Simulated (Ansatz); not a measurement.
# BH₃O₂Si with the probe HF: a probe moved round a molecule

A grid of calculations on BH₃O₂Si (SMILES OB=[SiH]O) with the probe HF, to see where the energy is lowest and how it rises around there.

The runs use Ansatz 0.2.0; RKS PBE0-D4/def2-SVPD.

## 1. The system as given

SMILES `OB=[SiH]O`, 7 atoms, charge 0, spin multiplicity 1.

Atoms are counted from 1 here; the program's logs count them from 0.

Bond lengths: O1–B2 1.321 Å, O1–H5 0.975 Å, B2–Si3 1.961 Å, Si3–O4 1.726 Å, Si3–H6 1.513 Å, O4–H7 0.971 Å. Angles: B2–O1–H5 117.3°, O1–B2–Si3 148.1°, B2–Si3–O4 110.8°, B2–Si3–H6 103.1°, O4–Si3–H6 104.0°, Si3–O4–H7 113.0°.

Geometry (Å):

```tsv
atom	x (Å)	y (Å)	z (Å)
O1	-2.0798	0.5376	-0.6100
B2	-0.9960	0.0697	-0.0183
Si3	0.8345	0.3964	0.6039
O4	1.9594	-0.5946	-0.2512
H5	-2.8486	-0.0591	-0.6724
H6	0.8297	-0.1780	2.0039
H7	2.3009	-0.1720	-1.0559
```

This geometry comes from a loose relaxation at PBE in a small basis, which is not shown.

## 4. The grid

The probe is moved over a plane parallel to the molecule's main plane, 2.99 Å above it (x and y are the axes of that plane, centred on the molecule).

First coordinate, x of the probe's H atom: 11 values from −3.70 Å. Second coordinate, y of the probe's H atom: 9 values from −2.96 Å.

Nothing else is relaxed (molecule and probe rigid, the probe upright with H nearest the plane). Energies count from molecule and probe far apart, each relaxed in its own basis (no counterpoise correction). Points are written as (first, second).

The probe HF moves over a plane: parallel to the molecule's main plane, 2.99 Å above it. The molecule is turned into the frame of its main axes, as the inputs below show.

(The set-up runs are not shown.)

## 5. Grid point (−2.22 Å, −2.96 Å)

Input file input.yaml:

```yaml
crystal:
  periodic: [false, false, false]
  atoms:
    - { symbol: O, position_ang: [2.103344, -0.211337, 0.150957] }
    - { symbol: B, position_ang: [0.876596, 0.014888, -0.23983] }
    - { symbol: Si, position_ang: [-0.906598, 0.718898, 0.065983] }
    - { symbol: O, position_ang: [-2.073343, -0.522449, 0.02289] }
    - { symbol: H, position_ang: [2.712054, -0.610923, -0.48142] }
    - { symbol: H, position_ang: [-1.171011, 1.565442, -1.144286] }
    - { symbol: H, position_ang: [-2.321509, -0.856358, 0.887554] }
    - { symbol: H, position_ang: [-2.22, -2.96, 2.99] }
    - { symbol: F, position_ang: [-2.22, -2.96, 3.910219] }
basis:
  gaussian: { orbitals: def2-SVPD }
hamiltonian:
  xc: pbe0
  dispersion: d4
output:
  forces: true
```

The run is started by

```bash
ansatz run input.yaml --threads 1 --pin off --max-ram 2560MiB --backend cpu --events-out ev --progress --plain --runs-dir out
```

The session goes on with these runs: the other points that were computed.

Before running it: what results should come out? Wanted: lowest point; highest computed point; charge on the probe; largest force on an atom.

The runs gave:

| quantity | value |
| --- | --- |
| lowest point | (−0.74 Å, 1.48 Å), −1983 cm⁻¹ |
| highest computed point | (−2.22 Å, −1.48 Å), 2603 cm⁻¹ above the lowest |
| charge on the probe (e) | −0.054 at (0.00 Å, 0.00 Å) to 0.004 at (−2.96 Å, −2.22 Å); −0.032 at the lowest point |
| largest force on an atom (eV/Å) | 0.05 at (2.96 Å, 2.96 Å) to 0.62 at (−0.74 Å, 0.74 Å); 0.58 at the lowest point |
| time for the whole task | 13 min on 1 thread, shared host |

What this shows: The lowest computed point is at (−0.74 Å, 1.48 Å), −1983 cm⁻¹ from molecule and probe far apart, each relaxed in its own basis (no counterpoise correction). The grid is coarse, so the lowest point of the scanned range may lie between grid points; coordinates that were held can hide deeper minima. The grid shows no other well, apart from its symmetry copies. The highest computed point, (−2.22 Å, −1.48 Å), lies 2603 cm⁻¹ above the lowest. Near the minimum the curvatures are about 0.13 and 0.17 eV/Å² along the soft and the stiff direction. No counterpoise correction was made, so wells between separate parts tend to come out somewhat too deep.
